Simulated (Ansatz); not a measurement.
Working through a comparison of functionals at one structure of Zr₂N, space group P4_2/mnm

Computed with Ansatz's Python interface.

`zr2n.cif`
```cif
data_Zr2N
_cell_length_a 5.413003
_cell_length_b 5.413003
_cell_length_c 3.307789
_cell_angle_alpha 90.00000
_cell_angle_beta 90.00000
_cell_angle_gamma 90.00000
_symmetry_space_group_name_H-M 'P 1'
_symmetry_Int_Tables_number 1
loop_
_symmetry_equiv_pos_as_xyz
'x, y, z'
loop_
_atom_site_label
_atom_site_type_symbol
_atom_site_fract_x
_atom_site_fract_y
_atom_site_fract_z
Zr1 Zr    0.296125    0.296125    0.000000
Zr2 Zr    0.703875    0.703875    0.000000
Zr3 Zr    0.796125    0.203875    0.500000
Zr4 Zr    0.203875    0.796125    0.500000
N5 N    0.000000    0.000000    0.000000
N6 N    0.500000    0.500000    0.500000
```

Notebook, run cell by cell (the value of a cell's last expression is shown):

**Cell 1**
```python
import csv

import ansatz
from ase.io import read
```

**Cell 2**
```python
atoms = read("zr2n.cif")
zr2n = ansatz.Crystal.from_ase(atoms)
```

**Cell 3**
```python
setup = (
    zr2n.calculation()
    .kpoints(mesh=(3, 3, 4))
    .occupations("fermi_dirac", width=0.15)
    .scf(extra_bands=6)
    .stress()
)
```

**Cell 4**
```python
rows = []
for value in ["r2scan", "pbesol", "lda"]:
    report = setup.functional(value).run(threads=1, backend="cpu").report
    rows.append((value, report["free_energy_ev"] / len(report["lattice"]["sites"]), report["n_iterations"], sum(report["stress_gpa"][i][i] for i in range(3)) / 3, report["n_kpoints"]))
```
Output:
```text
DeckWarning: basis.ecutwfc = 500 eV, auto-derived from the records' recommended cutoffs: set by Zr (their level for a meta-GGA)
DeckWarning: basis.ecutwfc = 420 eV, auto-derived from the records' recommended cutoffs: set by Zr (normal level)
```

**Cell 5**
```python
with open("xc.csv", "w", newline="") as handle:
    writer = csv.writer(handle)
    writer.writerow(["functional", "F/atom (eV)", "iterations", "P (GPa)", "k-points"])
    writer.writerows([round(v, 5) if isinstance(v, float) else v for v in row] for row in rows)
print(open("xc.csv").read())
```
Output:
```text
functional,F/atom (eV),iterations,P (GPa),k-points
r2scan,-2926.35339,8,-0.24959,9
pbesol,-2879.97135,7,-4.95607,9
lda,-2844.34943,6,-8.67597,9
```

From lowest to highest: LDA (-8.7 GPa), PBEsol (-5.0 GPa) and r2SCAN (-0.2 GPa). At a fixed cell a lower pressure usually means a smaller equilibrium volume, so LDA prefers the smallest cell and r2SCAN the largest.

Spin is left out of this run. The mesh is modest for a metal, so energies can be off by several to tens of meV an atom and pressures by half a GPa or more; differences at equal mesh fare better. A Fermi-Dirac width this large means warm electrons, whose thermal share enters the free energy. Pressure is positive in compression. The structure comes from a database of computed cells and needn't be a stable or known phase. Warnings are shown shortened and without file and line. Total energies of different functionals can't be compared; pressures, moments and gaps at this one structure can. Hardware and time: 9 s on 1 thread of Arm Neoverse V2, on a shared host, peak memory 0.64 GiB.
